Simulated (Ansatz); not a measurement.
I need an equation of state with a fit of MnHg₃, space group Pm-3m. Use the Ansatz DFT code, driven from Python. Level of theory (first run): PBE, PAW, cutoff 500 eV, 5×5×5 k-points, Gaussian smearing of 0.1 eV, collinear spin.

```xyz
4
Lattice="4.4178 0.0000 0.0000 0.0000 4.4178 0.0000 0.0000 0.0000 4.4178" Properties=species:S:1:pos:R:3 pbc="T T T"
Mn    0.0000    0.0000    0.0000
Hg    2.2089    0.0000    2.2089
Hg    0.0000    2.2089    2.2089
Hg    2.2089    2.2089    0.0000
```

`eos_mnhg3.py`:
```python
'''Energy against volume for MnHg3, with a fit.'''

import ansatz as az
import numpy as np
from pymatgen.analysis.eos import EOS

vectors0 = np.array([
    [4.41785, 0.0, 0.0],
    [0.0, 4.41785, 0.0],
    [0.0, 0.0, 4.41785],
])
sites = [
    ('Mn', [0.0, 0.0, 0.0], 4),
    ('Hg', [0.5, 0.0, 0.5], 0.0),
    ('Hg', [0.0, 0.5, 0.5], 0.0),
    ('Hg', [0.5, 0.5, 0.0], 0.0),
]


def on_lattice(cell):
    crystal = az.Crystal(lattice=az.Lattice.of(cell))
    for symbol, position, moment in sites:
        crystal = crystal.atom(symbol, position, moment=moment or None)
    return crystal

# scale the volume, keep shape and fractions
volumes, energies = [], []
for scale in np.linspace(0.9, 1.1, 9):
    cell = vectors0 * scale ** (1 / 3)
    base = on_lattice(cell).calculation()
    base = base.occupations(az.OccupationsMethod.GAUSSIAN, width=100 * az.meV)
    base = base.spin(az.SpinTreatment.COLLINEAR)
    base = base.basis(500)
    base = base.kpoints(5, 5, 5)
    summary = base.run(threads=1).report
    volumes.append(abs(np.linalg.det(cell)) / len(sites))
    energies.append(summary['free_energy_ev'] / len(sites))
    print(f'V = {volumes[-1]:8.4f} A^3/atom  F = {energies[-1]:.5f} eV/atom')

for form in ['vinet', 'murnaghan', 'pourier_tarantola']:
    fit = EOS(eos_name=form).fit(volumes, energies)
    print(f'{form:18s} V0 {fit.v0:8.4f} A^3/atom  B0 {fit.b0_GPa:7.1f} GPa  B1 {fit.b1:5.2f}')
```

```console
$ python eos_mnhg3.py
V =  19.4006 A^3/atom  F = -11334.46463 eV/atom
V =  19.9395 A^3/atom  F = -11334.48153 eV/atom
V =  20.4784 A^3/atom  F = -11334.49267 eV/atom
V =  21.0173 A^3/atom  F = -11334.49858 eV/atom
V =  21.5562 A^3/atom  F = -11334.49993 eV/atom
V =  22.0951 A^3/atom  F = -11334.49730 eV/atom
V =  22.6340 A^3/atom  F = -11334.49119 eV/atom
V =  23.1730 A^3/atom  F = -11334.48209 eV/atom
V =  23.7119 A^3/atom  F = -11334.47045 eV/atom
vinet              V0  21.4593 A^3/atom  B0    48.0 GPa  B1  4.38
murnaghan          V0  21.4599 A^3/atom  B0    47.7 GPa  B1  4.36
pourier_tarantola  V0  21.4592 A^3/atom  B0    48.1 GPa  B1  4.38
```

A third-order Birch-Murnaghan fit through the 9 points (the script's own form differs a little) has its minimum at 21.46 Å³ an atom, 0.4 % below the typed cell, with a bulk modulus of 48 GPa. From that minimum the energy rises by 35.3 meV an atom on the compressed side and 29.5 meV on the expanded side.

Reading the output:
- Total energies depend on the potentials; only differences at equal settings carry meaning.
- The magnetic order follows from the starting moments and needn't be the lowest.
- For a metal this k-point mesh is coarse: on a finer one energies can move by several to tens of meV an atom and pressures by half a GPa or more, differences at one mesh by less.
- Spin-orbit coupling, which matters for elements this heavy, is left out.
- No functional is typed, so the default, PBE, holds.
- This cell is a computed structure, which may not be the phase found in nature.
- Run time: 19 s on 1 thread of AMD EPYC 9R45 96-Core Processor (Zen 5) (shared host), peak memory 0.61 GiB.
